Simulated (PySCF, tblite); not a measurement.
# C₆H₁₃O radical: geometry, infrared bands and EPR parameters

What infrared bands and EPR parameters should C₆H₁₃O radical (`[CH2][C@@H](CC)COC`) show?

The runs use tblite 0.8.0 and PySCF 2.14.0, with density-fitted response routines of our own; the level of theory stands in each step. All values are computed, except where a source is named. Atoms count from 0, in the outputs and in this text.

### Step 1. The molecule as given

20 atoms, charge 0, multiplicity 2; geometry from: force field or distance geometry start.

Bonds of the start (Å): C0–C1 1.50, C1–C2 1.49, C2–C3 1.51, C1–C4 1.53, C4–O5 1.38, O5–C6 1.40, C0–H7 1.12, C0–H8 1.09, C1–H9 1.09, C2–H10 1.10, C2–H11 1.11, C3–H12 1.09, C3–H13 1.11, C3–H14 1.12, C4–H15 1.10, C4–H16 1.10, C6–H17 1.11, C6–H18 1.12, C6–H19 1.13.

### Step 2. Geometry optimisation with GFN2-xTB

The job: settings as JSON, then the geometry in Å.

```
{"job": {"kind": "relax", "xc": "GFN2-xTB", "basis": "xTB"}, "charge": 0, "multiplicity": 2}
C     -1.264300    -1.529300     0.215600
C     -0.465000    -0.476700    -0.500200
C     -0.898800     0.862800    -0.013700
C     -2.351300     1.169900    -0.286500
C      0.984500    -0.663200    -0.032200
O      1.767500     0.276600    -0.665400
C      3.086400     0.084800    -0.230400
H     -2.201900    -1.071400     0.614400
H     -1.436500    -2.423000    -0.382900
H     -0.558400    -0.628100    -1.578100
H     -0.753500     0.931900     1.072300
H     -0.311900     1.632300    -0.550500
H     -2.888000     0.439400    -0.893000
H     -2.867200     1.232700     0.695200
H     -2.460900     2.184400    -0.755300
H      1.276900    -1.692900    -0.306100
H      1.007700    -0.490700     1.050100
H      3.465900    -0.929300    -0.469900
H      3.716300     0.866600    -0.721000
H      3.147400     0.234000     0.889900
```

Command:

```sh
OMP_NUM_THREADS=1 python probes_run.py task.json out
```

This one command runs all jobs of the session in turn.

**Question.** This job is followed by: GFN2-xTB harmonic vibrations, gas phase; UKS B3LYP, pcH-1 on C H O, non-relativistic, mean-field spin-orbit, GIAO. Predict these results of the whole session: strongest single infrared mode (GFN2-xTB); zero-point energy (GFN2-xTB); g(iso) (B3LYP); ⟨S²⟩; largest a(iso) (averaged by class); surface potential, 1st and 99th percentile.

As calculated:

| quantity | value |
| --- | --- |
| strongest single infrared mode (GFN2-xTB) | 1113 cm⁻¹, 90 km/mol |
| zero-point energy (GFN2-xTB) | 109.4 kcal/mol |
| g(iso) (B3LYP) | 2.00257 |
| ⟨S²⟩ | 0.754 (exact 0.75) |
| largest a(iso) (averaged by class) | 13C on C4, 110.4 MHz |
| surface potential, 1st and 99th percentile | -1.30 V and 0.69 V |

What this shows: The optimisation took 103 steps and gained 0.760 eV; among the close pairs (by a distance rule), C0–H7 changed most, from 1.117 to 1.073 Å. No mode is imaginary among the 54: a minimum at this level. The strongest single mode, at 1113 cm⁻¹, is carried by O5, C6, C4. GFN2-xTB is a fitted tight-binding method: band positions and strengths are rough. Its intensities can rank the bands wrongly. Most of the unpaired spin sits on C0 (1.08 e). The isotropic g lies 0.3 ppt above the free-electron value.
